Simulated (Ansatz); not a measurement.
Task: a short molecular-dynamics run of BrHMgO, SMILES [OH][Mg][Br], with Ansatz 0.2.0 through its Python package. Give the script and its output. Use (for the species named): PBE0, def2-SVP basis, multiplicity 1.

```xyz
4

O    -0.8389    0.9303   -0.8845
Mg    0.4525   -0.1049    0.1232
Br    2.1278   -1.4673    1.4048
H    -1.6858    0.5815   -0.6639
```

Script `md_brhmgo.py`:
```python
'''Molecular dynamics of one BrHMgO molecule.'''

import ansatz as az
import numpy as np

BASIS = 'def2-SVP'
XC = 'pbe0'
N_STEPS = 30
TEMPERATURE_K = 300

geometry_ang = [
    ('O', (-0.8389, 0.9303, -0.8845)),
    ('Mg', (0.4525, -0.1049, 0.1232)),
    ('Br', (2.1278, -1.4673, 1.4048)),
    ('H', (-1.6858, 0.5815, -0.6639)),
]
mol = az.Crystal.molecule()
for symbol, xyz in geometry_ang:
    mol = mol.atom(symbol, xyz)

setup = mol.calculation().basis(gaussian=BASIS).functional(XC)
symbols = [site.symbol for site in mol.cartesian_sites]
start = np.array([site.position_ang for site in mol.cartesian_sites], dtype=float)
report = setup.relax(force_tolerance=0.02).run().report
end = np.array(report['positions_ang'])
minimum = az.Crystal.molecule()
for symbol, place in zip(symbols, end):
    minimum = minimum.atom(symbol, place.tolist())

# dynamics from the relaxed geometry
setup = (
    minimum.calculation()
    .basis(gaussian=BASIS)
    .functional(XC)
    .md('nvt_nose_hoover', timestep=0.5, steps=N_STEPS, temperature=TEMPERATURE_K, initial_velocities='maxwell_boltzmann', seed=86, thermostat_time=50)
)
frames = []
result = setup.session().plan().execute(on_event=lambda e: frames.append(e['data']) if e['event'] == 'md_step' else None)
print('t (fs)   E_pot (eV)      E_kin (eV)   T (K)   d(0-1) (A)')
for f in frames[::1]:
    xyz = np.array(f['positions_ang'])
    print(f'{f["time_fs"]:6.2f} {f["lagrangian_ev"]:14.5f} {f["e_kin_ev"]:10.5f} {f["temperature_k"]:8.1f} {np.linalg.norm(xyz[0] - xyz[1]):9.4f}')
kept = np.array([f['conserved_ev'] for f in frames])
print(f'conserved energy moves by at most {1000 * np.ptp(kept):.3f} meV')
```

```console
$ python md_brhmgo.py
t (fs)   E_pot (eV)      E_kin (eV)   T (K)   d(0-1) (A)
  0.00   -77532.08171    0.07756    300.0    1.7521
  0.50   -77532.07988    0.07578    293.1    1.7560
  1.00   -77532.07515    0.07122    275.5    1.7599
  1.50   -77532.07007    0.06631    256.5    1.7635
  2.00   -77532.06730    0.06360    246.0    1.7669
  2.50   -77532.06782    0.06404    247.7    1.7700
  3.00   -77532.07029    0.06634    256.6    1.7729
  3.50   -77532.07200    0.06792    262.7    1.7755
  4.00   -77532.07071    0.06661    257.7    1.7779
  4.50   -77532.06598    0.06199    239.8    1.7801
  5.00   -77532.05921    0.05539    214.3    1.7823
  5.50   -77532.05275    0.04908    189.9    1.7844
  6.00   -77532.04867    0.04507    174.4    1.7864
  6.50   -77532.04781    0.04419    170.9    1.7884
  7.00   -77532.04946    0.04574    176.9    1.7904
  7.50   -77532.05167    0.04783    185.0    1.7922
  8.00   -77532.05219    0.04830    186.8    1.7939
  8.50   -77532.04967    0.04584    177.3    1.7953
  9.00   -77532.04458    0.04093    158.3    1.7964
  9.50   -77532.03915    0.03571    138.1    1.7971
 10.00   -77532.03615    0.03285    127.1    1.7974
 10.50   -77532.03704    0.03372    130.4    1.7972
 11.00   -77532.04096    0.03752    145.1    1.7966
 11.50   -77532.04535    0.04180    161.7    1.7956
 12.00   -77532.04764    0.04410    170.6    1.7942
 12.50   -77532.04683    0.04342    168.0    1.7926
 13.00   -77532.04384    0.04064    157.2    1.7908
 13.50   -77532.04080    0.03781    146.2    1.7888
 14.00   -77532.03987    0.03702    143.2    1.7868
 14.50   -77532.04218    0.03938    152.3    1.7847
 15.00   -77532.04732    0.04449    172.1    1.7826
conserved energy moves by at most 0.500 meV
```

Reading the output:
- Total energies depend on the basis set; only differences at equal settings carry meaning.
- The trajectory is only some femtoseconds long, so its temperature is not equilibrated; where the script doesn't relax first, it starts from a rough generated geometry.
- The temperature counts the internal degrees of freedom alone.
- It ran for 81 s on 1 thread of Arm Neoverse V2 (shared host), peak memory 0.21 GiB.
